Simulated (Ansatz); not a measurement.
# Zr2Ni: the cost of one run

Computed with Ansatz 0.2.0 (DFT PBEsol, scalar-relativistic, plane waves, PAW).

## (1) The system as given

Symmetry: I4/mcm, No. 140, tetragonal system. Conventional cell: a = 6.501 Å, b = 6.501 Å, c = 5.238 Å, α = 90.00°, β = 90.00°, γ = 90.00°. Zr (site symmetry m2m) has 4 Ni at 2.76 Å and 3 Zr at 3.00 to 3.07 Å as nearest neighbours. Around Ni (site symmetry 422) lie 2 Ni at 2.62 Å and 8 Zr at 2.76 Å.

Structure file:

```
Zr Ni
1.0
    -3.25068    3.25068    2.61890
     3.25068   -3.25068    2.61890
     3.25068    3.25068   -2.61890
Zr Ni
4 2
Direct
  0.66326 0.16326 0.82652
  0.16326 0.33674 0.50000
  0.33674 0.83674 0.17348
  0.83674 0.66326 0.50000
  0.25000 0.25000 0.00000
  0.75000 0.75000 0.00000
```

This cell was relaxed beforehand with the same method: volume 18.45 Å³/atom, gap on the mesh none (metal).

## (2) The cell under PBEsol

The input, input.yaml:

```yaml
crystal:
  lattice:
    - [-3.2506777862, 3.2506777862, 2.6189020578]
    - [3.2506777862, -3.2506777862, 2.6189020578]
    - [3.2506777862, 3.2506777862, -2.6189020578]
  atoms:
    - { symbol: Zr, position: [0.6632614458, 0.1632614458, 0.8265228916] }
    - { symbol: Zr, position: [0.1632614458, 0.3367385542, 0.5] }
    - { symbol: Zr, position: [0.3367385542, 0.8367385542, 0.1734771084] }
    - { symbol: Zr, position: [0.8367385542, 0.6632614458, 0.5] }
    - { symbol: Ni, position: [0.25, 0.25, 0.0] }
    - { symbol: Ni, position: [0.75, 0.75, 0.0] }
basis:
  ecutwfc: 420
kpoints:
  mp_grid: { grid: [10, 10, 10] }
hamiltonian:
  xc: pbesol
scf:
  occupations: { method: gaussian, width: 0.1 }
output:
  forces: true
  stress: true
  eigenvalues: true
relax:
  adjacent_minimum: "off"
  f_tol: 0.005
  max_steps: 50
  cell: { stress_tol: 0.05 }
```

Run with:

```sh
ansatz run input.yaml --threads 2 --pin off --max-ram 5120MiB --backend cpu --events-out ev --progress --plain --runs-dir out
```

**Question.** How long does this run take on 2 threads of Arm Neoverse V2, shared host, and how much memory does it need?

About 2 min, with a peak of 0.71 GiB.
